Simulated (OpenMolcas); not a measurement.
# singlet Si2NH5F+: levels of theory compared

Wanted: a comparison of 6 runs (HF/6-31G*, BHLYP/6-31G*, TPSS/6-31G*, r2SCAN/6-31G*, B3LYP/6-31G*, CCSD(T)/6-31G*) of singlet Si2NH5F+. 

Program for the calculation: OpenMolcas 26.06.

**1. Starting point**

Si2NH5F+ has 9 atoms, charge +1, and is taken as a singlet. SMILES of the parent species: `F[SiH2]N[SiH2]`. The shape is that of a PBE0-D4/def2-TZVP optimisation. This is one conformer, not always the lowest. That shape belongs to the parent species and isn't relaxed for this state.

Bond lengths: F1–Si2 1.600 Å, Si2–N3 1.712 Å, N3–Si4 1.736 Å, Si2–H5 1.480 Å, Si2–H6 1.477 Å, N3–H7 1.012 Å, Si4–H8 1.489 Å, Si4–H9 1.494 Å. Some angles: F1–Si2–N3 112.4°, Si2–N3–Si4 128.4°, F1–Si2–H5 106.1°, F1–Si2–H6 106.9°, N3–Si2–H5 109.2°, N3–Si2–H6 108.5°, Si2–N3–H7 115.7°, Si4–N3–H7 115.2°, N3–Si4–H8 106.6°, N3–Si4–H9 109.5°.

**2. The energy at HF/6-31G(d) (spherical functions) (run 1)**

Input file run.inp:

```
&GATEWAY
 BasLib
 $CurrDir
 BasisSet
 F.6-31Gs....
 F1 -1.778200 1.208900 -1.181800 angstrom
 End of Basis
 BasisSet
 Si.6-31Gs....
 Si2 -0.288000 1.123600 -0.604900 angstrom
 Si4 0.023600 -1.533600 0.967900 angstrom
 End of Basis
 BasisSet
 N.6-31Gs....
 N3 0.241500 -0.491400 -0.403000 angstrom
 End of Basis
 BasisSet
 H.6-31Gs....
 H5 0.576300 1.799100 -1.598800 angstrom
 H6 -0.302800 1.779800 0.718800 angstrom
 H7 0.600400 -0.942200 -1.234500 angstrom
 H8 -0.246300 -0.650000 2.136200 angstrom
 H9 1.261800 -2.340700 1.182700 angstrom
 End of Basis

&SEWARD

&SCF
 Charge
 1
 Thresholds
 1e-10 1e-07 1e-07 1e-05
 PrOrbitals
 1 1
```

The basis set 6-31G* is read from a file made from the Basis Set Exchange's data (not shown).

The run is started by

```
$ export MOLCAS_MEM=1860
$ pymolcas run.inp > run.log
```

What it wrote:

```text
--- Start Module: gateway ---
[...]
--- Stop Module: gateway /rc=_RC_ALL_IS_WELL_ ---
--- Start Module: seward ---
[...]
      Basis functions           74
--- Stop Module: seward /rc=_RC_ALL_IS_WELL_ ---
[...]
--- Start Module: scf ---
[...]
       Convergence after  17 Iterations
[...]
::    Total SCF energy                               -734.4130632464
[...]
      Total spin, S                                     0.0000000000
[...]
      Total electronic charge=   48.000000
      Total            charge=    1.000000
[...]
      Dipole Moment (debye):
      Origin of the operator (angstrom)=   -0.3819    0.0453   -0.1779
                   X=  2.8572E+00               Y= -7.2581E+00               Z=  3.8344E+00           Total=  8.6917E+00
      Center of Charge (angstrom)
[...]
--- Stop Module: scf /rc=_RC_ALL_IS_WELL_ ---
[...]
```

Run time: 7.8 s. Hardware: 1 thread of AMD EPYC 7R43 (Zen 3), shared host; peak memory 0.43 GiB.

**3. The energy at BHLYP/6-31G(d) (spherical functions) (run 2)**

Input file coord.xyz:

```xyz
9

F     -1.778200     1.208900    -1.181800
Si    -0.288000     1.123600    -0.604900
N      0.241500    -0.491400    -0.403000
Si     0.023600    -1.533600     0.967900
H      0.576300     1.799100    -1.598800
H     -0.302800     1.779800     0.718800
H      0.600400    -0.942200    -1.234500
H     -0.246300    -0.650000     2.136200
H      1.261800    -2.340700     1.182700
```

Input file job.input:

```
* FH5NSi2 Kohn-Sham DFT

&GATEWAY
 BasLib = $CurrDir
 Coord = coord.xyz
 Basis = 6-31Gs
 Group = NoSym

&SEWARD
 GridInput
 Grid=UltraFine
 End of Grid

&SCF
 Charge = 1
 KSDFT = HYB_GGA_XC_BHANDHLYP
 Thresholds = 1e-10 1e-07 1e-07 1e-05
 PrOrbitals = 1 1
```

The basis set 6-31G* is read from a file made from the Basis Set Exchange's data (not shown).

The run is started by

```
$ export MOLCAS_MEM=1860
$ pymolcas job.input > job.log
```

What it wrote:

```text
--- Start Module: gateway ---
[...]
--- Stop Module: gateway /rc=_RC_ALL_IS_WELL_ ---
--- Start Module: seward ---
[...]
      Basis functions           74
--- Stop Module: seward /rc=_RC_ALL_IS_WELL_ ---
[...]
--- Start Module: scf ---
[...]
       Convergence after  17 Iterations
[...]
::    Total KS-DFT energy                            -736.2383281661
[...]
      Total spin, S                                     0.0000000000
[...]
      Total electronic charge=   48.000000
      Total            charge=    1.000000
[...]
      Dipole Moment (debye):
      Origin of the operator (angstrom)=   -0.3819    0.0453   -0.1779
                   X=  2.9657E+00               Y= -6.6278E+00               Z=  3.4629E+00           Total=  8.0446E+00
      Center of Charge (angstrom)
[...]
--- Stop Module: scf /rc=_RC_ALL_IS_WELL_ ---
[...]
```

It took 31 s on 1 thread of AMD EPYC 7R43 (Zen 3), shared host; peak memory 0.43 GiB.

**4. A single-point energy at TPSS/6-31G(d) (spherical functions) (run 3)**

Input file run.inp:

```
* FH5NSi2 Kohn-Sham DFT

&gateway
  baslib=$CurrDir
  basisset
  F.6-31Gs....
  F1 -1.778200 1.208900 -1.181800 angstrom
  End of Basis
  basisset
  Si.6-31Gs....
  Si2 -0.288000 1.123600 -0.604900 angstrom
  Si4 0.023600 -1.533600 0.967900 angstrom
  End of Basis
  basisset
  N.6-31Gs....
  N3 0.241500 -0.491400 -0.403000 angstrom
  End of Basis
  basisset
  H.6-31Gs....
  H5 0.576300 1.799100 -1.598800 angstrom
  H6 -0.302800 1.779800 0.718800 angstrom
  H7 0.600400 -0.942200 -1.234500 angstrom
  H8 -0.246300 -0.650000 2.136200 angstrom
  H9 1.261800 -2.340700 1.182700 angstrom
  End of Basis

&seward
  gridinput
  Grid=UltraFine
  End of Grid

&scf
  charge=1
  ksdft=2
  1.0 MGGA_X_TPSS
  1.0 MGGA_C_TPSS
  thresholds=1e-10 1e-07 1e-07 1e-05
  prorbitals=1
```

The basis set 6-31G* is read from a file made from the Basis Set Exchange's data (not shown).

The run is started by

```
$ export MOLCAS_MEM=1860
$ pymolcas run.inp > run.log
```

What it wrote:

```text
--- Start Module: gateway ---
[...]
--- Stop Module: gateway /rc=_RC_ALL_IS_WELL_ ---
--- Start Module: seward ---
[...]
      Basis functions           74
--- Stop Module: seward /rc=_RC_ALL_IS_WELL_ ---
[...]
--- Start Module: scf ---
[...]
       Convergence after  24 Iterations
[...]
::    Total KS-DFT energy                            -736.3706815226
[...]
      Total spin, S                                     0.0000000000
[...]
      Total electronic charge=   48.000000
      Total            charge=    1.000000
[...]
      Dipole Moment (debye):
      Origin of the operator (angstrom)=   -0.3819    0.0453   -0.1779
                   X=  2.8776E+00               Y= -5.8962E+00               Z=  2.8744E+00           Total=  7.1630E+00
      Center of Charge (angstrom)
[...]
--- Stop Module: scf /rc=_RC_ALL_IS_WELL_ ---
[...]
```

Wall time 60 s (1 thread of AMD EPYC 7R43 (Zen 3), shared host); peak memory 0.42 GiB.

Runs 4 to 5 aren't shown in full; the table further down has their settings and results.

**5. The energy at CCSD(T)/6-31G(d) (spherical functions) (run 6)**

coord.xyz is that of step 3.

Input file calc.input:

```
* FH5NSi2 CCSD(T)
&GATEWAY
BasLib = $CurrDir
Coord = coord.xyz
Basis = 6-31Gs
Group = NoSym
&SEWARD
&SCF
Charge = 1
Thresholds = 1e-10 1e-07 1e-07 1e-05
PrOrbitals = 1 2
&RASSCF
FileOrb = $Project.ScfOrb
Spin = 1
Nactel = 0 0 0
Inactive = 24
Ras2 = 0
OutOrbitals = Canonical
OrbListing = Few
&MOTRA
JobIph
Frozen = 12
&CCSDT
CCT
Triples = 2
Iterations = 80
Accuracy = 1e-08
Extrapolation = 5 4
```

The basis set 6-31G* is read from a file made from the Basis Set Exchange's data (not shown).

The run is started by

```
$ export MOLCAS_MEM=1860
$ pymolcas calc.input > calc.log
```

What it wrote:

```text
--- Start Module: gateway ---
[...]
--- Stop Module: gateway /rc=_RC_ALL_IS_WELL_ ---
[...]
      Basis functions           74
[...]
       Convergence after  17 Iterations
[...]
::    Total SCF energy                               -734.4130632464
[...]
      Total spin, S                                     0.0000000000
[...]
      Number of active orbitals                  0
[...]
      Spin quantum number                      0.0
[...]
      Active orbitals                            0
[...]
      Number of CSFs                             1
[...]
      Number of root(s) required                 1
[...]
      Convergence after  4 iterations
[...]
      Natural orbitals and occupation numbers for root  1
      ************************************************************************************************************************
      *                                                    Final results                                                     *
      ************************************************************************************************************************
[...]
::    RASSCF root number  1 Total energy:   -734.41306325
[...]
      Total electronic charge=   48.000000
      Total            charge=    1.000000
[...]
      Dipole Moment (debye):
      Origin of the operator (angstrom)=   -0.3819    0.0453   -0.1779
                   X=  2.8572E+00               Y= -7.2581E+00               Z=  3.8344E+00           Total=  8.6917E+00
      Center of Charge (angstrom)
[...]
--- Start Module: motra ---
[...]
--- Stop Module: motra /rc=_RC_ALL_IS_WELL_ ---
--- Start Module: ccsdt ---
[...]
      Convergence after                    19  Iterations
      Total energy (diff) :    -734.93447347      -0.00000001
[...]
 METHOD                       : CCSD+T(CCSD)+<T3(1)WT1> = CCSD(T)
[...]
       CCSD     =      -734.9344734748607
[...]
```

Run time: 31 s. Hardware: 1 thread of AMD EPYC 7R43 (Zen 3), shared host; peak memory 0.42 GiB.

**6. Overview of the runs**

```
run                                 level  integration grid  Cartesian functions  energy (Eh)  HOMO energy (eV)  LUMO energy (eV)  HOMO–LUMO gap (eV)  wall time
  1       HF/6-31G* (spherical functions)                 –                   no  -734.413063            -17.33             -6.82               10.50      7.8 s
  2    BHLYP/6-31G* (spherical functions)         UltraFine                   no  -736.238328            -15.24             -9.13                6.11       31 s
  3     TPSS/6-31G* (spherical functions)         UltraFine                   no  -736.370682            -12.71            -10.69                2.02       60 s
  4   r2SCAN/6-31G* (spherical functions)         UltraFine                   no  -736.175691            -12.84            -10.71                2.13       55 s
  5    B3LYP/6-31G* (Cartesian functions)         UltraFine                  yes  -736.351091            -13.67            -10.19                3.48       37 s
  6  CCSD(T)/6-31G* (spherical functions)                 –                   no  -734.948146            -17.33             -6.82               10.50       31 s
```

**7. Summary of results**

| quantity | value |
| --- | --- |
| run 6: total energy | -734.94815 Eh |
| run 6: HOMO energy (Hartree–Fock orbitals) | -17.33 eV |
| run 6: LUMO energy (Hartree–Fock orbitals) | -6.82 eV |
| run 6: HOMO–LUMO gap (Hartree–Fock orbitals) | 10.50 eV |
| run 6: correlation energy (12 core orbitals frozen) | -535.1 mEh |
| run 6: (T) correction | -13.67 mEh |

**Reading.** Over runs 1, 2, 3, 4, 5 the HOMO–LUMO gap runs from 2.02 eV (TPSS/6-31G*) to 10.50 eV (HF/6-31G*). Exact exchange widens orbital gaps. Totals of different functionals can't be ranked against each other. All runs together took 3.7 min, the longest 60 s.
